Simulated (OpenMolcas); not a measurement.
**Tc³⁺ among point charges: CASSCF and CASPT2 levels and susceptibility**

Aim: the splitting of the states of Tc³⁺ in the field of 3 point charges, its lowest levels with spin-orbit coupling and its magnetic susceptibility.

Program: OpenMolcas 26.06. Level of theory: state-averaged CASSCF and CASPT2, spin-orbit coupling by RASSI with atomic mean-field integrals. These are calculated values, not measurements, unless marked.

### 1 What is computed

```
Species                           : Tc³⁺ (technetium, Z = 43, 40 electrons)
Basis                             : ANO-RCC-VDZP [6s5p3d1f], 43 functions
Scalar Hamiltonian                : DKH2, point nucleus
Inactive shells                   : 1s 2s 2p 3s 3p 3d 4s 4p
Active space                      : 4 electrons in 5 orbitals (4d)
Some configurations of this space : 4d⁴
Orbitals                          : optimised for each spin and parity, averaged over all roots
```

The outer shells:

4d4
```
4d [↑ ][↑ ][↑ ][↑ ][  ]
```

The ion sits among 3 point charges of -1.95 e arranged as a planar triangle (D3h), 2.11 Å from the ion.

The work runs as a chain of OpenMolcas steps in one folder; each step below is one input file. Labels, J, g values, rates, χT and fits are worked out afterwards by a script from the matrices that RASSI stores.

### 2 GATEWAY and SEWARD: basis and integrals

a.inp

```
&GATEWAY
Coord
1

Tc 0.0 0.0 0.0
Basis=ANO-RCC-VDZP
Group=NoSym
NoMove
AngMom=0.0 0.0 0.0
AMFI
XField
3 Angstrom 0
2.110000 0.000000 0.000000 -1.950000
-1.055000 1.827314 0.000000 -1.950000
-1.055000 -1.827314 0.000000 -1.950000
&SEWARD
```

On the command line:

```
$ OMP_NUM_THREADS=1 MOLCAS_MEM=1689 MOLCAS_PROJECT=a pymolcas a.inp > a.log
```

### 3 CASSCF: quintets, 5 roots

a.inp

```
&RASSCF
FileOrb=start.orb
Symmetry=1
Spin=5
nActEl=4 0 0
Inactive=18
Ras2=5
CIRoot=5 5 1
SDav=5
CIMx=300
Iter=120 100
PrWF=0.3
OrbListing=Nothing
MaxOrb=0
>>> COPY $Project.JobIph JOB001
```

start.orb holds the contracted functions of the basis, ordered by shell, or the orbitals of the step before.

### 4 CASSCF: triplets, 45 roots

a.inp

```
&RASSCF
FileOrb=start.orb
Symmetry=1
Spin=3
nActEl=4 0 0
Inactive=18
Ras2=5
CIRoot=45 45 1
SDav=45
CIMx=300
Iter=120 100
PrWF=0.3
OrbListing=Nothing
MaxOrb=0
>>> COPY $Project.JobIph JOB002
```

### 5 Reference wave functions, singlets, 50 roots

a.inp

```
&RASSCF
FileOrb=start.orb
Symmetry=1
Spin=1
nActEl=4 0 0
Inactive=18
Ras2=5
CIRoot=50 50 1
SDav=50
CIMx=300
Iter=120 100
PrWF=0.3
OrbListing=Nothing
MaxOrb=0
>>> COPY $Project.JobIph JOB003
```

### 6 State interaction with spin-orbit coupling

a.inp

```
&RASSI
NrOfJobIphs=3 5 45 50
1 2 3 4 5
1 2 3 4 5 6 7 8 9 10 11 12 13 14 15 16 17 18 19 20 21 22 23 24 25 26 27
28 29 30 31 32 33 34 35 36 37 38 39 40 41 42 43 44 45
1 2 3 4 5 6 7 8 9 10 11 12 13 14 15 16 17 18 19 20 21 22 23 24 25 26 27
28 29 30 31 32 33 34 35 36 37 38 39 40 41 42 43 44 45 46 47 48 49 50
IphNames
JOB001
JOB002
JOB003
EJob
SpinOrbit
DIPRint=1.0
SOCoupling=1000.0
Subsets=2
Property=9
'ANGMOM' 1 'ANGMOM' 2 'ANGMOM' 3 'MLTPL  1' 1 'MLTPL  1' 2 'MLTPL  1' 3
'AMFI' 1 'AMFI' 2 'AMFI' 3
SOProperty=3
'ANGMOM' 1 'ANGMOM' 2 'ANGMOM' 3
```

### 7 CASPT2: IPEA 0.25, imaginary shift 0.1 (closed shells correlated: 4s 4p)

a.inp

```
>>> COPY JOB001 $Project.JobIph
&CASPT2
Multistate=5 1 2 3 4 5
NoMult
Frozen=14
IPEA=0.25
Imaginary=0.1
MaxIter=60
WThr=0.0 0.3 0.05
PrWF=0.5
NoMix
>>> COPY JOB002 $Project.JobIph
&CASPT2
Multistate=45 1 2 3 4 5 6 7 8 9 10 11 12 13 14 15 16 17 18 19 20 21 22
23 24 25 26 27 28 29 30 31 32 33 34 35 36 37 38 39 40 41 42 43 44 45
NoMult
Frozen=14
IPEA=0.25
Imaginary=0.1
MaxIter=60
WThr=0.0 0.3 0.05
PrWF=0.5
NoMix
>>> COPY JOB003 $Project.JobIph
&CASPT2
Multistate=50 1 2 3 4 5 6 7 8 9 10 11 12 13 14 15 16 17 18 19 20 21 22
23 24 25 26 27 28 29 30 31 32 33 34 35 36 37 38 39 40 41 42 43 44 45 46
47 48 49 50
NoMult
Frozen=14
IPEA=0.25
Imaginary=0.1
MaxIter=60
WThr=0.0 0.3 0.05
PrWF=0.5
NoMix
```

(Steps that only read results are left out.)

Before running it: what results should come out? Wanted: spin-free ground state; first state of the same spin within the active space; lowest level; next level.

The runs gave:

| quantity | value |
| --- | --- |
| method | SS-CASPT2, IPEA 0.25, imaginary shift 0.1 (closed shells correlated: 4s 4p) |
| spin-free ground state | 5E, 2-fold in its orbital part |
| first state of the same spin within the active space | 5E at 12000 cm⁻¹ |
| lowest level | 1-fold A1 |
| next level | 6.8 cm⁻¹ |
| χT at 300 K | 1.18 cm³ K/mol |
| effective moment at 300 K | 3.07 μB |

Cost by method:

```csv
method,time of its own steps,time with the reference
A. CASSCF,24 s,24 s
"B. SS-CASPT2, IPEA 0.25, imaginary shift 0.1, +4s 4p",7.8 s,32 s
```

Times are of one thread on a shared host.

In words: The spin-free ground state (5E) comes to 100 % from free-ion D terms and keeps the highest spin of the shell. χT at 300 K is 1.18, against 3.01 cm³ K/mol for the spin alone, so spin-orbit coupling lowers it. An active space of the d shell alone favours high spin; real ions in strong fields can be low spin. CASPT2 does not keep the components of a term degenerate, and the means are used. The field of point charges can differ much from that of real complexes. With metal d orbitals alone active, the gaps between spin states are rough; where two lie within a few thousand cm-1, their order is open. Point charges carry no covalency, so the field is a model and not that of real ligands.
